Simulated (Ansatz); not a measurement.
# Si: a tetragonal deformation path

One table from this session's results is given with a row withheld; the runs are named, their logs left out.

Method: DFT LDA, scalar-relativistic, plane waves, PAW, in Ansatz 0.2.0.

### Starting point

It takes space group I4/mmm (No. 139, tetragonal). Conventional cell: a = 6.651 Å, b = 6.651 Å, c = 3.845 Å, α = 90.00°, β = 90.00°, γ = 90.00°. Around Si (site symmetry m2m) lie 4 Si at 2.34 to 2.38 Å.

Structure file:

```
Si
1.0
    -3.32544    3.32544    1.92239
     3.32544   -3.32544    1.92239
     3.32544    3.32544   -1.92239
Si
4
Cartesian
  1.1892 1.1892 0.0000
  2.1363 2.1363 1.9224
  2.1363 -2.1363 1.9224
  -2.1363 2.1363 1.9224
```

It goes back to an entry of the Materials Project, which need not be the stable form.

The cell is taken as given, not relaxed at this level.

The first run:

The input, input.yaml:

```yaml
crystal:
  lattice:
    - [-3.32544429, 3.32544429, 1.92238566]
    - [3.32544429, -3.32544429, 1.92238566]
    - [3.32544429, 3.32544429, -1.92238566]
  atoms:
    - { symbol: Si, position: [0.17880106, 0.17880106, 0.35760212] }
    - { symbol: Si, position: [0.82119894, 0.82119894, 0.64239788] }
    - { symbol: Si, position: [0.17880106, 0.82119894, 0.0] }
    - { symbol: Si, position: [0.82119894, 0.17880106, 0.0] }
basis:
  ecutwfc: 420
kpoints:
  mp_grid: { grid: [12, 12, 12] }
hamiltonian:
  xc: lda
scf:
  occupations: { method: gaussian, width: 0.03 }
output:
  forces: true
  stress: true
  eigenvalues: true
  write_density: true
  write_potential: true
  elf: true
  volumetric_format: npy
```

Launch:

```
ansatz run input.yaml --threads 1 --pin off --max-ram 2560MiB --backend cpu --events-out ev --progress --plain --runs-dir out
```

Steps of the session up to this table: The reference: the undisturbed cell on the scan's mesh; ρ = 0.850; Point ρ = 1.200; Point ρ = 0.920; At ρ = 1.100; At ρ = 0.960; ρ = 1.050; ρ = 0.800; ρ = 1.300.

One of the session's tables, all rows but one given; the rest of the session is left out.

| ρ | ΔE (meV/atom) | pressure (GPa) | gap on the mesh (eV) |
| --- | --- | --- | --- |
| 0.800 | 370.2 | 2.4 | 0.00 |
| 0.850 | 200.6 | 0.8 | 0.00 |
| 0.920 | 52.1 | -1.0 | 0.00 |
| 0.960 | ? | ? | ? |
| 1.000 | 0.0 | -1.8 | 0.15 |
| 1.050 | 18.8 | -1.8 | 0.00 |
| 1.100 | 68.1 | -1.4 | 0.00 |
| 1.200 | 233.9 | 0.4 | 0.00 |
| 1.300 | 460.3 | 3.2 | 0.00 |

**Question.** Estimate the row for ρ = 0.960.

Worked estimate for «ΔE (meV/atom)». A straight line through the neighbours (0.920, 52.1) and (1.000, 0.0) gives 52.1 + (0.0 − 52.1) × (0.960 − 0.920) / (1.000 − 0.920) = 26.1; a parabola fitted to 4 rows on both sides gives 11.3.

The run gave: ΔE (meV/atom): 12.0; pressure (GPa): -1.6; gap on the mesh (eV): 0.10. In «ΔE (meV/atom)» the line misses by +14.1 and the parabola by -0.7.
